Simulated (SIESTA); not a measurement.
Crystal: AlSn.

```
Sn Al
1.0
     4.19811    0.00000    0.00000
    -2.09905    3.63567    0.00000
     0.00000    0.00000    3.30685
Sn Al
1 1
Direct
  0.33333 0.66667 0.50000
  0.00000 0.00000 0.00000
```

The cell comes from a database or a generator and needn't be the stable form of this composition.

Base run:

```yaml
Program: SIESTA 5.4.2
Functional: PBE
Potentials_or_basis: PseudoDojo 0.4 standard (PBE files)
Basis: DZP (energy shift 0.003 Ry; two zetas on semicore shells)
Grid_cutoff: 500 Ry
Energy_shift: 0.003 Ry
k_mesh: 7 × 7 × 8
Occupations: fermi-dirac, width 0.05 eV
Spin: no spin polarisation
```

Its results: band gap on the k mesh none (metal or under the smearing width); pressure 0.5 GPa.

Question: The run is repeated on the same cell with these changes: functional from PBE to LDA; potentials or basis from PseudoDojo 0.4 standard (PBE files) to PseudoDojo 0.4 standard (LDA files). What comes out?

Answer: Band gap on the k mesh none (metal or under the smearing width); pressure -2.8 GPa.

Caveats: spin-orbit coupling is left out, which moves the levels of the heavy elements; the basis of atomic orbitals isn't converged, which shifts pressures, moduli and gaps.
